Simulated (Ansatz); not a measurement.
# CH₄BBrO₂: up Jacob's ladder to CCSD(T)

An exercise on one series of results from a longer session: the logs are not shown, and one member is left open.

Computed with Ansatz 0.2.0, Gaussian basis. Level: functionals in def2-TZVPP, the program's frozen cores in correlated methods.

Plan: LDA (SPW92), PBE-D4, revPBE-D4, BLYP-D4, r2SCAN-D4, B97M-V, PBE0-D4, B3LYP-D4, r2SCANh-D4, r2SCAN0-D4, HSE06-D4, BHLYP-D4, CAM-B3LYP-D4, LC-ωPBE, ωB97X-V, ωB97M-V, B2PLYP, PBE-QIDH; CCSD(T)/def2-SVP; CCSD(T)/def2-TZVPP; MP2/def2-QZVPP; extrapolation to the limit; RPA on PBE.

### The geometry

An earlier PBE0-D4 in a triple-zeta def2 set relaxation fixed the geometry.

SMILES `COB(O)Br`, 9 atoms, charge 0, spin multiplicity 1.

Atoms are counted from 1 here; the program's logs count them from 0.

Bond lengths: C1–O2 1.413 Å, C1–H6 1.092 Å, C1–H7 1.092 Å, C1–H8 1.089 Å, O2–B3 1.338 Å, B3–O4 1.350 Å, B3–Br5 1.958 Å, O4–H9 0.959 Å. Angles: O2–C1–H6 111.0°, O2–C1–H7 111.0°, O2–C1–H8 107.1°, H6–C1–H7 108.9°, H6–C1–H8 109.4°, H7–C1–H8 109.4°, C1–O2–B3 124.8°, O2–B3–O4 119.0°, O2–B3–Br5 121.6°, O4–B3–Br5 119.5°, B3–O4–H9 113.3°.

As a file:

```xyz
9
charge 0, multiplicity 1
C     0.00925   -0.92486   -1.14588
O     0.46384   -0.59618    0.15092
B     0.11098    0.50310    0.82721
O     0.61657    0.70089    2.06291
Br   -1.11725    1.82442    0.06577
H     0.29393   -0.15606   -1.86748
H    -1.07664   -1.04071   -1.16241
H     0.47747   -1.86921   -1.42037
H     0.31034    1.51241    2.47222
```

The first run:

Input file in.yaml:

```yaml
crystal:
  periodic: [false, false, false]
  atoms:
    - {symbol: C, position_ang: [0.009251, -0.924857, -1.145878]}
    - {symbol: O, position_ang: [0.463839, -0.596181, 0.150923]}
    - {symbol: B, position_ang: [0.110979, 0.503103, 0.827211]}
    - {symbol: O, position_ang: [0.616567, 0.700887, 2.062908]}
    - {symbol: Br, position_ang: [-1.117248, 1.824419, 0.065770]}
    - {symbol: H, position_ang: [0.293931, -0.156061, -1.867481]}
    - {symbol: H, position_ang: [-1.076636, -1.040707, -1.162406]}
    - {symbol: H, position_ang: [0.477475, -1.869211, -1.420369]}
    - {symbol: H, position_ang: [0.310343, 1.512407, 2.472220]}
basis:
  gaussian: {orbitals: def2-TZVPP}
hamiltonian: {xc: lda}
output: {orbitals: {seedname: orbitals}}
```

Started as:

```bash
$ ansatz run in.yaml --threads 4 --pin off --events-out ev --progress --plain --max-ram 10444MiB
```

Steps of the session up to this table: LDA; PBE-D4 (GGA); revPBE-D4 (GGA); BLYP-D4 (GGA); r2SCAN-D4 (meta-GGA); B97M-V (meta-GGA); B3LYP-D4 (hybrid); r2SCANh-D4 (hybrid); r2SCAN0-D4 (hybrid); HSE06-D4 (hybrid); BHLYP-D4 (hybrid); CAM-B3LYP-D4 (range-separated); LC-ωPBE (range-separated); ωB97X-V (range-separated); ωB97M-V (range-separated); B2PLYP (double hybrid); PBE-QIDH (double hybrid).

One table of the session follows, with a row left open; its other results are not shown here.

It belongs to the step «Orbital energies across the functionals». 

```
  functional  HOMO (eV)  LUMO (eV)  gap (eV)
 LDA (SPW92)      -7.32      -0.53      6.79
      PBE-D4      -7.13      -0.24      6.89
   revPBE-D4      -7.06      -0.12      6.94
     BLYP-D4      -6.96      -0.11      6.85
   r2SCAN-D4          ?          ?         ?
      B97M-V      -7.56       0.17      7.73
     PBE0-D4      -8.49       0.74      9.23
    B3LYP-D4      -8.21       0.38      8.59
  r2SCANh-D4      -7.97       0.49      8.46
  r2SCAN0-D4      -8.71       0.99      9.71
    HSE06-D4      -8.08       0.37      8.46
    BHLYP-D4      -9.68       1.33     11.01
CAM-B3LYP-D4      -9.85       1.47     11.32
     LC-ωPBE     -11.27       2.79     14.06
     ωB97X-V     -10.90       2.55     13.45
     ωB97M-V     -10.75       2.12     12.87
```

Estimate the missing values for r2SCAN-D4.

Worked estimate for «HOMO (eV)». Against the share of exact exchange, r2SCANh-D4 (0.1, -7.97), r2SCAN0-D4 (0.25, -8.71) give a slope of -4.93 per unit share; at 0 the line stands at -7.48.

The run gave: HOMO (eV): -7.47; LUMO (eV): 0.15; gap (eV): 7.62. In «HOMO (eV)» the line misses by -0.01.
